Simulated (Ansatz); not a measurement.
# C3H10FNSi: two geometries relaxed

Are the two ends of the inversion of the pyramid at N4 separate minima, and which lies lower? Each is relaxed from a guess. SMILES of the start: CCC(N)(F)[SiH3].

All numbers below are computed with Ansatz 0.2.0 (RKS PBE0/6-31G*).

### 1 The system as given

Bond lengths (14 of 15 bonds, heavy atoms first): C1–C2 1.529 Å, C2–C3 1.556 Å, C3–N4 1.400 Å, C3–F5 1.383 Å, C3–Si6 1.890 Å, C1–H7 1.122 Å, C1–H8 1.047 Å, C1–H9 1.127 Å, C2–H10 1.085 Å, C2–H11 1.110 Å, N4–H12 0.972 Å, N4–H13 1.076 Å, Si6–H14 1.490 Å, Si6–H15 1.466 Å. Angles (14 of 27 angles, heavy atoms first): C1–C2–C3 117.3°, C2–C3–N4 111.0°, C2–C3–F5 104.4°, C2–C3–Si6 115.8°, N4–C3–F5 102.5°, N4–C3–Si6 115.4°, F5–C3–Si6 106.2°, C1–C2–H10 108.6°, C1–C2–H11 106.9°, C3–C2–H10 108.8°, C3–C2–H11 109.6°, C2–C1–H7 107.7°, C2–C1–H8 110.7°, C2–C1–H9 108.8°.

As a file:

```xyz
16

C     0.2007   -1.8175   -0.6808
C     0.9778   -0.5461   -0.3376
C     0.1494    0.7306   -0.0130
N    -0.5996    1.1382   -1.1236
F     1.0945    1.7349    0.0945
Si   -0.7851    0.7096    1.6302
H    -0.4574   -1.5873   -1.5598
H     0.8545   -2.5913   -0.9448
H    -0.4778   -2.0729    0.1821
H     1.6560   -0.3234   -1.1541
H     1.6356   -0.7921    0.5224
H    -0.0602    1.1995   -1.9293
H    -1.0168    2.1169   -0.9649
H     0.0945    0.4309    2.7998
H    -1.4669    1.9829    1.8789
H    -1.8222   -0.3354    1.6444
```

### 2 End point A

Input file input.yaml:

```yaml
crystal:
  periodic: [false, false, false]
  atoms:
    - { symbol: C, position_ang: [0.2007, -1.8175, -0.6808] }
    - { symbol: C, position_ang: [0.9778, -0.5461, -0.3376] }
    - { symbol: C, position_ang: [0.1494, 0.7306, -0.013] }
    - { symbol: "N", position_ang: [-0.5996, 1.1382, -1.1236] }
    - { symbol: F, position_ang: [1.0945, 1.7349, 0.0945] }
    - { symbol: Si, position_ang: [-0.7851, 0.7096, 1.6302] }
    - { symbol: H, position_ang: [-0.4574, -1.5873, -1.5598] }
    - { symbol: H, position_ang: [0.8545, -2.5913, -0.9448] }
    - { symbol: H, position_ang: [-0.4778, -2.0729, 0.1821] }
    - { symbol: H, position_ang: [1.656, -0.3234, -1.1541] }
    - { symbol: H, position_ang: [1.6356, -0.7921, 0.5224] }
    - { symbol: H, position_ang: [-0.0602, 1.1995, -1.9293] }
    - { symbol: H, position_ang: [-1.0168, 2.1169, -0.9649] }
    - { symbol: H, position_ang: [0.0945, 0.4309, 2.7998] }
    - { symbol: H, position_ang: [-1.4669, 1.9829, 1.8789] }
    - { symbol: H, position_ang: [-1.8222, -0.3354, 1.6444] }
basis:
  gaussian: { orbitals: "6-31G*" }
hamiltonian:
  xc: pbe0
relax:
  f_tol: 0.015
  max_steps: 40
```

Launch:

```bash
$ ansatz run input.yaml --threads 2 --pin off --max-ram 3072MiB --backend cpu --events-out ev --progress --plain --runs-dir out
```

Standard output, cut to the lines that bear on the results:

```text
Warning: RAYON_NUM_THREADS=2 ignored (pool sized by the plan → 2); use --threads N
[...]
Functional definition: PBE0
[...]
1308 factors; integrals over basis functions are off by at most 6.1e-4 eV
[...]
mean field -15345.75087651 eV, -563.9459429881 hartree, gradient 1.1e-5 eV, S^2 0.000000; 0 other end points of the search recorded, 0 dependent functions left out
[...]
reference -15345.75090104 eV, -563.9459438897 hartree; 29, 29 occupied and 85, 85 virtual orbitals, 1308 factors
relax step   1: F+E_penalty+E_count = -15345.75087651 eV  Δ(F+E_penalty+E_count) = +0.000e0 eV  max|allowed force component| = 4.015e0 eV/Å  Δτ_max = 0.0000 Å  (27 SCF iters, accepted)
[...]
relax step   6: F+E_penalty+E_count = -15346.28613826 eV  Δ(F+E_penalty+E_count) = -1.574e-3 eV  max|allowed force component| = 3.717e-2 eV/Å  Δτ_max = 0.0237 Å  (25 SCF iters, accepted)
[...]
relax step   7: F+E_penalty+E_count = -15346.28627459 eV  Δ(F+E_penalty+E_count) = -1.363e-4 eV  max|allowed force component| = 1.023e-2 eV/Å  Δτ_max = 0.0072 Å  (22 SCF iters, accepted)
1308 factors; integrals over basis functions are off by at most 6.3e-4 eV
[...]
mean field -15346.28627459 eV, -563.9656185047 hartree, gradient 2.5e-5 eV, S^2 0.000000; 1 other end points of the search recorded, 0 dependent functions left out
[...]
reference -15346.28629910 eV, -563.9656194056 hartree; 29, 29 occupied and 85, 85 virtual orbitals, 1308 factors
Total energy: -15346.28629910 eV, -563.9656194056 hartree
Atom 0 at     0.154067    -1.753977    -0.655491 Å, force    -0.001166    -0.006650     0.002255 eV/Å
Atom 1 at     1.004354    -0.529505    -0.344171 Å, force     0.010226    -0.003789    -0.005206 eV/Å
Atom 2 at     0.217476     0.731295    -0.013047 Å, force     0.000625     0.009043     0.008300 eV/Å
Atom 3 at    -0.602303     1.118955    -1.102036 Å, force     0.000795     0.004020     0.006044 eV/Å
Atom 4 at     1.210376     1.725750     0.266975 Å, force    -0.006508    -0.007523    -0.001344 eV/Å
Atom 5 at    -0.808254     0.668706     1.605432 Å, force    -0.003062     0.004754    -0.007546 eV/Å
Atom 6 at    -0.543045    -1.550097    -1.473419 Å, force    -0.000386     0.001110     0.001321 eV/Å
Atom 7 at     0.789785    -2.597465    -0.944032 Å, force    -0.001767     0.004170    -0.000129 eV/Å
Atom 8 at    -0.436946    -2.069176     0.211626 Å, force     0.000943     0.001581    -0.002037 eV/Å
Atom 9 at     1.645306    -0.284034    -1.204804 Å, force    -0.001636    -0.001848    -0.000252 eV/Å
Atom 10 at     1.685711    -0.732480     0.489704 Å, force    -0.001759     0.000632    -0.000513 eV/Å
Atom 11 at    -0.060031     1.199138    -1.960395 Å, force    -0.000296    -0.001075    -0.000123 eV/Å
Atom 12 at    -1.058733     2.009526    -0.932943 Å, force     0.001912    -0.003312    -0.000721 eV/Å
Atom 13 at     0.105984     0.440749     2.756660 Å, force     0.001925     0.000122    -0.000310 eV/Å
Atom 14 at    -1.474677     1.993056     1.756301 Å, force    -0.002582     0.000367     0.000959 eV/Å
Atom 15 at    -1.852070    -0.392940     1.588039 Å, force     0.002737    -0.001602    -0.000700 eV/Å
Dipole moment:    -0.043392    -0.067204    -0.232942 e Å
```

Wall time 24 s (2 threads of Intel Xeon Platinum 8488C (Sapphire Rapids), shared host); peak memory 0.3 GiB.

The steps of the relaxation:

| step | energy from step 1 (eV) | largest force component (eV/Å) |
| --- | --- | --- |
| 1 | 0.0000 | 4.0151 |
| 2 | -0.4966 | 0.7626 |
| 3 | -0.5305 | 0.2700 |
| 4 | -0.5335 | 0.1242 |
| 5 | -0.5337 | 0.1353 |
| 6 | -0.5353 | 0.0372 |
| 7 | -0.5354 | 0.0102 |

Step 1 is the start.

After: Bond lengths (14 of 15 bonds, heavy atoms first): C1–C2 1.523 Å, C2–C3 1.523 Å, C3–N4 1.417 Å, C3–F5 1.433 Å, C3–Si6 1.917 Å, C1–H7 1.094 Å, C1–H8 1.095 Å, C1–H9 1.096 Å, C2–H10 1.101 Å, C2–H11 1.096 Å, N4–H12 1.018 Å, N4–H13 1.015 Å, Si6–H14 1.488 Å, Si6–H15 1.490 Å. Angles (14 of 27 angles, heavy atoms first): C1–C2–C3 114.9°, C2–C3–N4 111.0°, C2–C3–F5 105.0°, C2–C3–Si6 115.7°, N4–C3–F5 111.2°, N4–C3–Si6 110.4°, F5–C3–Si6 103.2°, C1–C2–H10 110.2°, C1–C2–H11 110.7°, C3–C2–H10 106.6°, C3–C2–H11 108.0°, C2–C1–H7 111.0°, C2–C1–H8 110.4°, C2–C1–H9 111.8°.

### 3 Relaxing end B

The second end starts from a geometry with the move made by hand.

Changes to input.yaml since step 2:

```diff
@@ -14,4 +14,4 @@
     - { symbol: H, position_ang: [1.6356, -0.7921, 0.5224] }
-    - { symbol: H, position_ang: [-0.0602, 1.1995, -1.9293] }
-    - { symbol: H, position_ang: [-1.0168, 2.1169, -0.9649] }
+    - { symbol: H, position_ang: [-0.47228, 0.55307, -1.88863] }
+    - { symbol: H, position_ang: [-1.6521, 1.1203, -0.90221] }
     - { symbol: H, position_ang: [0.0945, 0.4309, 2.7998] }
```

Launch:

```bash
$ ansatz run input.yaml --threads 2 --pin off --max-ram 3072MiB --backend cpu --events-out ev --progress --plain --runs-dir out
```

Standard output, cut to the lines that bear on the results:

```text
Warning: RAYON_NUM_THREADS=2 ignored (pool sized by the plan → 2); use --threads N
[...]
[... 1 set-up line as earlier in the session ...]
[...]
1306 factors; integrals over basis functions are off by at most 6.1e-4 eV
[...]
mean field -15345.57747098 eV, -563.9395704527 hartree, gradient 4.6e-5 eV, S^2 0.000000; 0 other end points of the search recorded, 0 dependent functions left out
[...]
reference -15345.57749505 eV, -563.9395713370 hartree; 29, 29 occupied and 85, 85 virtual orbitals, 1306 factors
relax step   1: F+E_penalty+E_count = -15345.57747098 eV  Δ(F+E_penalty+E_count) = +0.000e0 eV  max|allowed force component| = 4.386e0 eV/Å  Δτ_max = 0.0000 Å  (26 SCF iters, accepted)
[...]
relax step   4: F+E_penalty+E_count = -15346.04947670 eV  Δ(F+E_penalty+E_count) = -7.797e-3 eV  max|allowed force component| = 2.696e-1 eV/Å  Δτ_max = 0.0329 Å  (25 SCF iters, accepted)
[...]
relax step   7: F+E_penalty+E_count = -15346.06587905 eV  Δ(F+E_penalty+E_count) = -2.971e-3 eV  max|allowed force component| = 1.184e-1 eV/Å  Δτ_max = 0.0417 Å  (24 SCF iters, accepted)
[...]
relax step  10: F+E_penalty+E_count = -15346.07070763 eV  Δ(F+E_penalty+E_count) = -1.659e-3 eV  max|allowed force component| = 1.230e-1 eV/Å  Δτ_max = 0.0203 Å  (25 SCF iters, accepted)
[...]
relax step  11: F+E_penalty+E_count = -15346.09349337 eV  Δ(F+E_penalty+E_count) = -2.279e-2 eV  max|allowed force component| = 3.347e-1 eV/Å  Δτ_max = 0.0971 Å  (28 SCF iters, accepted)
[...]
relax step  12: F+E_penalty+E_count = -15346.12952043 eV  Δ(F+E_penalty+E_count) = -3.603e-2 eV  max|allowed force component| = 5.069e-1 eV/Å  Δτ_max = 0.0715 Å  (28 SCF iters, accepted)
[...]
1306 factors; integrals over basis functions are off by at most 6.3e-4 eV
mean field -15345.98270993 eV, -563.9544627093 hartree, gradient 9.4e-6 eV, S^2 0.000000; 0 other end points of the search recorded, 0 dependent functions left out
[...]
reference -15345.98273390 eV, -563.9544635900 hartree; 29, 29 occupied and 85, 85 virtual orbitals, 1306 factors
```

### 4 More of the same log: end point B relaxed

The log, continued:

```text
relax step  13: F+E_penalty+E_count = -15345.98270993 eV  Δ(F+E_penalty+E_count) = +1.468e-1 eV  max|allowed force component| = 3.194e0 eV/Å  Δτ_max = 0.1954 Å  (29 SCF iters, rejected (line search))
these checks for a lower state are left out or cut short: starts, cluster_reference, orbital_swaps, neighbouring_geometries, increment
1306 factors; integrals over basis functions are off by at most 6.2e-4 eV
mean field -15346.21312632 eV, -563.9629303552 hartree, gradient 1.6e-5 eV, S^2 0.000000; 0 other end points of the search recorded, 0 dependent functions left out
the calculation of the forces begins
reference -15346.21315081 eV, -563.9629312553 hartree; 29, 29 occupied and 85, 85 virtual orbitals, 1306 factors
relax step  14: F+E_penalty+E_count = -15346.21312632 eV  Δ(F+E_penalty+E_count) = -8.361e-2 eV  max|allowed force component| = 6.704e-1 eV/Å  Δτ_max = 0.0977 Å  (29 SCF iters, accepted)
these checks for a lower state are left out or cut short: starts, cluster_reference, orbital_swaps, neighbouring_geometries, increment
1306 factors; integrals over basis functions are off by at most 6.2e-4 eV
mean field evaluation 96: about -15346.2327 eV, gradient 1.3e-1 eV
mean field -15346.25671130 eV, -563.9645320740 hartree, gradient 1.2e-5 eV, S^2 0.000000; 0 other end points of the search recorded, 0 dependent functions left out
the calculation of the forces begins
reference -15346.25673559 eV, -563.9645329665 hartree; 29, 29 occupied and 85, 85 virtual orbitals, 1306 factors
relax step  15: F+E_penalty+E_count = -15346.25671130 eV  Δ(F+E_penalty+E_count) = -4.358e-2 eV  max|allowed force component| = 1.032e0 eV/Å  Δτ_max = 0.0975 Å  (29 SCF iters, accepted)
these checks for a lower state are left out or cut short: starts, cluster_reference, orbital_swaps, neighbouring_geometries, increment
1306 factors; integrals over basis functions are off by at most 6.1e-4 eV
mean field -15346.27765210 eV, -563.9653016339 hartree, gradient 8.8e-6 eV, S^2 0.000000; 0 other end points of the search recorded, 0 dependent functions left out
the calculation of the forces begins
reference -15346.27767632 eV, -563.9653025243 hartree; 29, 29 occupied and 85, 85 virtual orbitals, 1306 factors
relax step  16: F+E_penalty+E_count = -15346.27765210 eV  Δ(F+E_penalty+E_count) = -2.094e-2 eV  max|allowed force component| = 2.493e-1 eV/Å  Δτ_max = 0.1499 Å  (28 SCF iters, accepted)
these checks for a lower state are left out or cut short: starts, cluster_reference, orbital_swaps, neighbouring_geometries, increment
1306 factors; integrals over basis functions are off by at most 6.1e-4 eV
mean field -15346.25934006 eV, -563.9646286789 hartree, gradient 7.6e-5 eV, S^2 0.000000; 0 other end points of the search recorded, 0 dependent functions left out
the calculation of the forces begins
reference -15346.25936423 eV, -563.9646295674 hartree; 29, 29 occupied and 85, 85 virtual orbitals, 1306 factors
relax step  17: F+E_penalty+E_count = -15346.25934006 eV  Δ(F+E_penalty+E_count) = +1.831e-2 eV  max|allowed force component| = 4.665e-1 eV/Å  Δτ_max = 0.0874 Å  (25 SCF iters, rejected (line search))
these checks for a lower state are left out or cut short: starts, cluster_reference, orbital_swaps, neighbouring_geometries, increment
1306 factors; integrals over basis functions are off by at most 6.1e-4 eV
mean field -15346.28373094 eV, -563.9655250273 hartree, gradient 7.1e-5 eV, S^2 0.000000; 0 other end points of the search recorded, 0 dependent functions left out
the calculation of the forces begins
reference -15346.28375516 eV, -563.9655259174 hartree; 29, 29 occupied and 85, 85 virtual orbitals, 1306 factors
relax step  18: F+E_penalty+E_count = -15346.28373094 eV  Δ(F+E_penalty+E_count) = -6.079e-3 eV  max|allowed force component| = 1.090e-1 eV/Å  Δτ_max = 0.0437 Å  (26 SCF iters, accepted)
these checks for a lower state are left out or cut short: starts, cluster_reference, orbital_swaps, neighbouring_geometries, increment
1306 factors; integrals over basis functions are off by at most 6.1e-4 eV
mean field -15346.28606858 eV, -563.9656109340 hartree, gradient 7.4e-5 eV, S^2 0.000000; 0 other end points of the search recorded, 0 dependent functions left out
the calculation of the forces begins
reference -15346.28609281 eV, -563.9656118246 hartree; 29, 29 occupied and 85, 85 virtual orbitals, 1306 factors
relax step  19: F+E_penalty+E_count = -15346.28606858 eV  Δ(F+E_penalty+E_count) = -2.338e-3 eV  max|allowed force component| = 4.190e-2 eV/Å  Δτ_max = 0.0305 Å  (25 SCF iters, accepted)
these checks for a lower state are left out or cut short: starts, cluster_reference, orbital_swaps, neighbouring_geometries, increment
1306 factors; integrals over basis functions are off by at most 6.1e-4 eV
mean field evaluation 128: about -15346.2863 eV, gradient 1.1e-5 eV
mean field -15346.28626070 eV, -563.9656179942 hartree, gradient 1.1e-5 eV, S^2 0.000000; 0 other end points of the search recorded, 0 dependent functions left out
the calculation of the forces begins
reference -15346.28628492 eV, -563.9656188845 hartree; 29, 29 occupied and 85, 85 virtual orbitals, 1306 factors
relax step  20: F+E_penalty+E_count = -15346.28626070 eV  Δ(F+E_penalty+E_count) = -1.921e-4 eV  max|allowed force component| = 1.192e-2 eV/Å  Δτ_max = 0.0113 Å  (23 SCF iters, accepted)
1306 factors; integrals over basis functions are off by at most 6.1e-4 eV
mean field -15346.28626070 eV, -563.9656179942 hartree, gradient 1.1e-5 eV, S^2 0.000000; 1 other end points of the search recorded, 0 dependent functions left out
the calculation of the forces begins
reference -15346.28628492 eV, -563.9656188845 hartree; 29, 29 occupied and 85, 85 virtual orbitals, 1306 factors
Total energy: -15346.28628492 eV, -563.9656188845 hartree
Atom 0 at     0.189818    -1.872219    -0.568334 Å, force    -0.000764    -0.004253    -0.000045 eV/Å
Atom 1 at     0.958990    -0.572822    -0.369626 Å, force    -0.004999    -0.004999     0.008243 eV/Å
Atom 2 at     0.095886     0.641704    -0.054049 Å, force    -0.000465     0.010069    -0.011919 eV/Å
Atom 3 at    -0.807516     0.910644    -1.112592 Å, force    -0.002005     0.005416     0.002649 eV/Å
Atom 4 at     1.022663     1.719681     0.121191 Å, force    -0.003096    -0.000388     0.005576 eV/Å
Atom 5 at    -0.840458     0.586669     1.617981 Å, force    -0.003874    -0.005645     0.007723 eV/Å
Atom 6 at    -0.571418    -1.762906    -1.346237 Å, force     0.001497     0.002270    -0.000950 eV/Å
Atom 7 at     0.870416    -2.678539    -0.860294 Å, force     0.000496     0.000761    -0.000733 eV/Å
Atom 8 at    -0.318653    -2.187487     0.349550 Å, force     0.000421     0.001957    -0.001005 eV/Å
Atom 9 at     1.529959    -0.326408    -1.277887 Å, force    -0.003576    -0.001299    -0.000413 eV/Å
Atom 10 at     1.699101    -0.679874     0.431298 Å, force     0.000552     0.003045    -0.000714 eV/Å
Atom 11 at    -0.319627     0.986673    -2.003499 Å, force    -0.000455    -0.001690     0.007803 eV/Å
Atom 12 at    -1.322501     1.771883    -0.960142 Å, force     0.005054    -0.005298    -0.003228 eV/Å
Atom 13 at     0.142807     0.489032     2.730100 Å, force     0.005931     0.003781    -0.002118 eV/Å
Atom 14 at    -1.604442     1.860311     1.742603 Å, force     0.005525     0.001282    -0.006929 eV/Å
Atom 15 at    -1.795405    -0.551870     1.707697 Å, force    -0.000242    -0.005011    -0.003941 eV/Å
Dipole moment:    -0.049800    -0.081249    -0.227359 e Å
```

Wall time 75 s (2 threads of Intel Xeon Platinum 8488C (Sapphire Rapids), shared host); peak memory 0.31 GiB.

Relaxation path:

| step | energy from step 1 (eV) | largest force component (eV/Å) |
| --- | --- | --- |
| 1 | 0.0000 | 4.3864 |
| 2 | -0.4219 | 1.0590 |
| 3 | -0.4642 | 0.3212 |
| 4 | -0.4720 | 0.2696 |
| 5 | -0.4801 | 0.1896 |
| 6 | -0.4854 | 0.1931 |
| 7 | -0.4884 | 0.1184 |
| 8 | -0.4899 | 0.0794 |
| 9 | -0.4916 | 0.1070 |
| 10 | -0.4932 | 0.1230 |
| 11 | -0.5160 | 0.3347 |
| 12 | -0.5520 | 0.5069 |
| 13x | -0.4052 | 3.1939 |
| 14 | -0.6357 | 0.6704 |
| 15 | -0.6792 | 1.0322 |
| 16 | -0.7002 | 0.2493 |
| 17x | -0.6819 | 0.4665 |
| 18 | -0.7063 | 0.1090 |
| 19 | -0.7086 | 0.0419 |
| 20 | -0.7088 | 0.0119 |

Step 1 is the start. 2 steps were tried and not accepted (13, 17; marked x where the table lists them).

After: Bond lengths (14 of 15 bonds, heavy atoms first): C1–C2 1.523 Å, C2–C3 1.523 Å, C3–N4 1.417 Å, C3–F5 1.432 Å, C3–Si6 1.917 Å, C1–H7 1.094 Å, C1–H8 1.095 Å, C1–H9 1.096 Å, C2–H10 1.101 Å, C2–H11 1.096 Å, N4–H12 1.019 Å, N4–H13 1.015 Å, Si6–H14 1.488 Å, Si6–H15 1.490 Å. Angles (14 of 27 angles, heavy atoms first): C1–C2–C3 114.9°, C2–C3–N4 111.0°, C2–C3–F5 105.0°, C2–C3–Si6 115.8°, N4–C3–F5 111.2°, N4–C3–Si6 110.2°, F5–C3–Si6 103.4°, C1–C2–H10 110.2°, C1–C2–H11 110.7°, C3–C2–H10 106.6°, C3–C2–H11 108.0°, C2–C1–H7 111.0°, C2–C1–H8 110.4°, C2–C1–H9 111.8°.

### 5 What came out

| quantity | value |
| --- | --- |
| end A | 6 moves, 0.535 eV lower |
| end B | 17 moves, 0.709 eV lower |
| largest difference between the ends | 0.01 Å |
| end B relative to end A | +0.000 eV |

**Reading.** Both starts fell into the same minimum (no atom differs by more than 0.01 Å), so from this start no second minimum was found and no band was run; another arrangement could still be one.
